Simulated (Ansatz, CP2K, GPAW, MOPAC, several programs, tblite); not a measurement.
# In3GaP4: cheap methods against density-functional theory

How much accuracy does each second buy? In3GaP4 is computed with 9 methods of unlike cost, up to r2SCAN.

Computed with MOPAC, tblite, CP2K, Ansatz, GPAW (versions at each run) (no spin polarisation, static lattice; gaps from single points on the cell relaxed beforehand with r²SCAN, unless a step's input says otherwise).

## Step 1: Starting point

The structure is tetragonal, space group I-42m (No. 121). The conventional cell has a = 5.794 Å, b = 5.794 Å, c = 11.568 Å, α = 90.00°, β = 90.00°, γ = 90.00°. Ga (site symmetry -42m) has 4 P at 2.38 Å in its first shell of neighbours. Around P (site symmetry m) lie 1 Ga at 2.38 Å and 3 In at 2.55 to 2.57 Å. In (site symmetry -4) is surrounded by 4 P at 2.55 Å. In (site symmetry -42m) is surrounded by 4 P at 2.57 Å.

Structure file:

```xyz
8
Lattice="-2.8968 2.8968 5.7840 2.8968 -2.8968 5.7840 2.8968 2.8968 -5.7840" Properties=species:S:1:pos:R:3 pbc="T T T"
Ga    0.0000    0.0000    0.0000
P     1.3692    1.3692    1.3831
In    0.0000    2.8968    2.8920
P     1.5276   -1.5276    4.4010
In    0.0000    0.0000    5.7840
P     1.5276    1.5276    7.1671
In    2.8968    0.0000    2.8920
P    -1.5276    1.5276    4.4010
```

The structure type (ordered alloy on zincblende lattice) is imposed and need not be the compound's stable one.

**Question.** The methods are PM6, PM7, GFN2-xTB (tblite), PBE/DZVP, PBE/SZV, coarse PBE, GLLB-SC, PBE, r2SCAN. What gap does r2SCAN give on this cell, and which other methods (full PBE left aside) come nearest to r2SCAN and farthest in gap, volume and bulk modulus?

| quantity | value |
| --- | --- |
| r2SCAN | gap 1.25 eV, 24.27 Å³/atom, B₀ 73 GPa |
| gap: nearest and farthest of the other methods | PBE/SZV (-0.18 eV), PM7 (+5.45 eV) |
| volume: nearest and farthest of the other methods | PBE/DZVP (+3.5 %), PBE/SZV (+7.8 %) |
| bulk modulus: nearest and farthest of the other methods | PBE/DZVP (-13 %), PBE/SZV (-15 %) |

In words: Among the 6 methods compared for the gap (full PBE left aside), PBE/SZV is nearest to r2SCAN and PM7 farthest. For the volume, of the 2 methods compared (full PBE left aside), PBE/DZVP comes nearest to r2SCAN and PBE/SZV is farthest. Among the 2 methods compared for the bulk modulus (full PBE left aside), PBE/DZVP is nearest to r2SCAN and PBE/SZV farthest. A minimal basis or a coarse cutoff and mesh shifts results by its own error, so closeness to r2SCAN can be chance. Cluster runs see only the k-points that fold onto the zone centre, so their gaps can miss the band edges. GLLB-SC is compared with its derivative discontinuity added. PM6 ended in an unphysical state and is left out of the comparison. No volume is given for PM7, GFN2-xTB (tblite), coarse PBE, which can hide a larger miss. CPU times run from 4.5 s (coarse PBE) to 2.2 min (GLLB-SC). On this cell GLLB-SC cost more than r2SCAN itself (72 s), so it is no saving here. r2SCAN is a yardstick, not the truth: it usually gives gaps below the measured ones. Spin-orbit coupling is left out throughout.
